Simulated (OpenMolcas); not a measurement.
**Re⁵⁺ among point charges: CASSCF and CASPT2 levels and susceptibility**

How does a field of 6 point charges split the states of Re⁵⁺, and what χT follows?

The numbers are computed with OpenMolcas 26.06 (state-averaged CASSCF and CASPT2, spin-orbit coupling by RASSI with atomic mean-field integrals), except any that are marked as measured or tabulated.

## Step 1: The system

```
Species                           : Re⁵⁺ (rhenium, Z = 75, 70 electrons)
Basis                             : ANO-RCC-VDZP [7s6p4d2f1g], 68 functions
Scalar Hamiltonian                : DKH2, point nucleus
Inactive shells                   : 1s 2s 2p 3s 3p 3d 4s 4p 4d 4f 5s 5p
Active space                      : 2 electrons in 5 orbitals (5d)
Some configurations of this space : 5d²
Orbitals                          : optimised for each spin and parity, averaged over all roots
```

The outer shells:

5d2
```
5d [↑ ][↑ ][  ][  ][  ]
```

The ion sits among 6 point charges of -1.7 e arranged as an octahedron (Oh), 1.98 Å from the ion.

Each step is its own input file, run in one work folder so that later steps find the files of earlier ones. Labels, J, g values, rates, χT and fits are worked out afterwards by a script from the matrices that RASSI stores. The input lists half of the charges; inversion (Group=XYZ) makes the rest.

## Step 2: Basis and integrals

File a.inp:

```
&GATEWAY
Coord
1

Re 0.0 0.0 0.0
Basis=ANO-RCC-VDZP
Group=XYZ
NoMove
AngMom=0.0 0.0 0.0
AMFI
XField
3 Angstrom 0
1.980000 0.000000 0.000000 -1.700000
0.000000 1.980000 0.000000 -1.700000
0.000000 0.000000 1.980000 -1.700000
&SEWARD
```

Command:

```sh
> OMP_NUM_THREADS=1 MOLCAS_MEM=1689 MOLCAS_PROJECT=a pymolcas a.inp > a.log
```

## Step 3: Reference wave functions, triplets of even parity, 10 roots

File a.inp:

```
&RASSCF
FileOrb=start.orb
Symmetry=1
Spin=3
nActEl=2 0 0
Inactive=15 19
Ras2=5 0
CIRoot=10 10 1
SDav=10
CIMx=300
Iter=120 100
PrWF=0.3
OrbListing=Nothing
MaxOrb=0
>>> COPY $Project.JobIph JOB001
```

start.orb holds the contracted functions of the basis, ordered by shell, or the orbitals of the step before.

## Step 4: CASSCF: singlets of even parity, 15 roots

File a.inp:

```
&RASSCF
FileOrb=start.orb
Symmetry=1
Spin=1
nActEl=2 0 0
Inactive=15 19
Ras2=5 0
CIRoot=15 15 1
SDav=15
CIMx=300
Iter=120 100
PrWF=0.3
OrbListing=Nothing
MaxOrb=0
>>> COPY $Project.JobIph JOB002
```

## Step 5: State interaction with spin-orbit coupling

File a.inp:

```
&RASSI
NrOfJobIphs=2 10 15
1 2 3 4 5 6 7 8 9 10
1 2 3 4 5 6 7 8 9 10 11 12 13 14 15
IphNames
JOB001
JOB002
EJob
SpinOrbit
DIPRint=1.0
SOCoupling=1000.0
Subsets=2
Property=9
'ANGMOM' 1 'ANGMOM' 2 'ANGMOM' 3 'MLTPL  1' 1 'MLTPL  1' 2 'MLTPL  1' 3
'AMFI' 1 'AMFI' 2 'AMFI' 3
SOProperty=3
'ANGMOM' 1 'ANGMOM' 2 'ANGMOM' 3
```

## Step 6: CASPT2: IPEA 0.25, imaginary shift 0.1 (closed shells correlated: 5s 5p)

File a.inp:

```
>>> COPY JOB001 $Project.JobIph
&CASPT2
Multistate=10 1 2 3 4 5 6 7 8 9 10
NoMult
Frozen=14 16
IPEA=0.25
Imaginary=0.1
MaxIter=60
WThr=0.0 0.3 0.05
PrWF=0.5
NoMix
>>> COPY JOB002 $Project.JobIph
&CASPT2
Multistate=15 1 2 3 4 5 6 7 8 9 10 11 12 13 14 15
NoMult
Frozen=14 16
IPEA=0.25
Imaginary=0.1
MaxIter=60
WThr=0.0 0.3 0.05
PrWF=0.5
NoMix
```

(Steps that only read results are left out.)

**Question.** What will these runs give? Wanted: spin-free ground state; first state of the same spin within the active space; lowest level; next level.

**Answer**, as computed:

```
                                            quantity                                                                        value
                                              method  SS-CASPT2, IPEA 0.25, imaginary shift 0.1 (closed shells correlated: 5s 5p)
                              spin-free ground state                                              3T1, 3-fold in its orbital part
first state of the same spin within the active space                                                             3T2 at 9110 cm⁻¹
                                        lowest level                                               2-fold E, g = 0.00, 0.00, 0.00
                                          next level                                                                  1166.9 cm⁻¹
                                         χT at 300 K                                                               0.06 cm³ K/mol
                           effective moment at 300 K                                                                      0.70 μB
```

Cost by method:

```
                                              method  time of its own steps  time with the reference
                                           A. CASSCF                  5.7 s                    5.7 s
B. SS-CASPT2, IPEA 0.25, imaginary shift 0.1, +5s 5p                  2.9 s                    8.6 s
```

Times are of one thread on a shared host.

In words: The spin-free ground state (3T1) comes to 96 % from free-ion F terms and keeps the highest spin of the shell. χT at 300 K is 0.06, against 1.00 cm³ K/mol for the spin alone, so spin-orbit coupling lowers it. A ligand-field fit to the states below 45000 cm-1 gives 10Dq = 10569 cm-1, B = 759 cm-1 and C = 3284 cm-1 (C/B = 4.33), with a deviation of 211 cm-1. CASPT2 does not keep the components of a term degenerate, and the means are used. The field of point charges can differ much from that of real complexes. Point charges carry no covalency, so the field is a model and not that of real ligands.
